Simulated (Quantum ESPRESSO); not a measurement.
The system is Cd2S.

```
CELL_PARAMETERS angstrom
3.96267 0.00000 0.00000
-1.98134 3.43177 0.00000
0.00000 0.00000 5.80919
ATOMIC_POSITIONS crystal
Cd 0.33333 0.66667 0.93272
Cd 0.66667 0.33333 0.57873
S 0.33333 0.66667 0.36571
```

The cell comes from a database or a generator and needn't be the stable form of this composition.

Base run:

| Property | Result |
| --- | --- |
| Program | Quantum ESPRESSO 7.5 |
| Functional | LDA |
| Potentials or basis | GBRV 1.5 LDA |
| Cutoff | 612 eV |
| Density cutoff | 4898 eV |
| k mesh | 8 × 8 × 5 |
| Occupations | fermi-dirac, width 0.05 eV |
| Spin | no spin polarisation |

Its results: pressure -4.7 GPa; largest force 0.145 eV/Å.

The run is repeated on the same cell with these changes: functional from LDA to PBEsol; potentials or basis from GBRV 1.5 LDA to GBRV 1.5 PBEsol. What comes out?

Pressure -2.8 GPa; largest force 0.114 eV/Å.
